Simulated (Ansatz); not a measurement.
# MnS: the cost of one run

Method: DFT PBEsol, scalar-relativistic, plane waves, PAW, in Ansatz 0.2.0.

The COD entry's cell or inner coordinates are ideal or old and differ from later refinements, so a difference from it is no clean test against experiment.

**1. The system as given**

It takes space group Fm-3m (No. 225, cubic). Conventional cell: a = 5.095 Å, b = 5.095 Å, c = 5.095 Å, α = 90.00°, β = 90.00°, γ = 90.00°. Mn (site symmetry m-3m) has 6 S at 2.55 Å as nearest neighbours. S (site symmetry m-3m) is surrounded by 6 Mn at 2.55 Å.

Coordinates:

```cif
data_structure
_symmetry_space_group_name_H-M 'Fm-3m'
_symmetry_Int_Tables_number 225
_cell_length_a 5.0952
_cell_length_b 5.0952
_cell_length_c 5.0952
_cell_angle_alpha 90.000
_cell_angle_beta 90.000
_cell_angle_gamma 90.000
_cell_volume 132.28
loop_
_atom_site_label
_atom_site_type_symbol
_atom_site_symmetry_multiplicity
_atom_site_Wyckoff_symbol
_atom_site_fract_x
_atom_site_fract_y
_atom_site_fract_z
_atom_site_occupancy
Mn1 Mn 4 a 0.00000 0.00000 0.00000 1
S1 S 4 b 0.50000 0.00000 0.00000 1
```

It is the result of an earlier relaxation at this level (volume 16.53 Å³/atom; gap on the mesh: none (metal), site moments up to 4.0 μB).

**2. The cell under PBEsol**

input.yaml reads:

```yaml
crystal:
  lattice:
    - [0.0, 2.5476020677, 2.5476020677]
    - [2.5476020677, 0.0, 2.5476020677]
    - [2.5476020677, 2.5476020677, 0.0]
  atoms:
    - { symbol: Mn, position: [0.0, 0.0, 0.0], spin: 4.42 }
    - { symbol: S, position: [0.5, 0.5, 0.5], spin: 0.14 }
basis:
  ecutwfc: 420
kpoints:
  mp_grid: { grid: [14, 14, 14] }
hamiltonian:
  xc: pbesol
scf:
  occupations: { method: gaussian, width: 0.1 }
output:
  forces: true
  stress: true
  eigenvalues: true
  populations: true
  write_density: true
  write_potential: true
  elf: true
  volumetric_format: npy
magnetization:
  spin_polarized: true
relax:
  adjacent_minimum: "off"
  f_tol: 0.005
  max_steps: 50
  cell: { stress_tol: 0.05 }
```

Command:

```bash
> ansatz run input.yaml --threads 1 --pin off --max-ram 2560MiB --backend cpu --events-out ev --progress --plain --runs-dir out
```

**Question.** How long does this run take on 1 thread of Arm Neoverse V2, shared host, and how much memory does it need?

About 35 s, with a peak of 0.39 GiB.
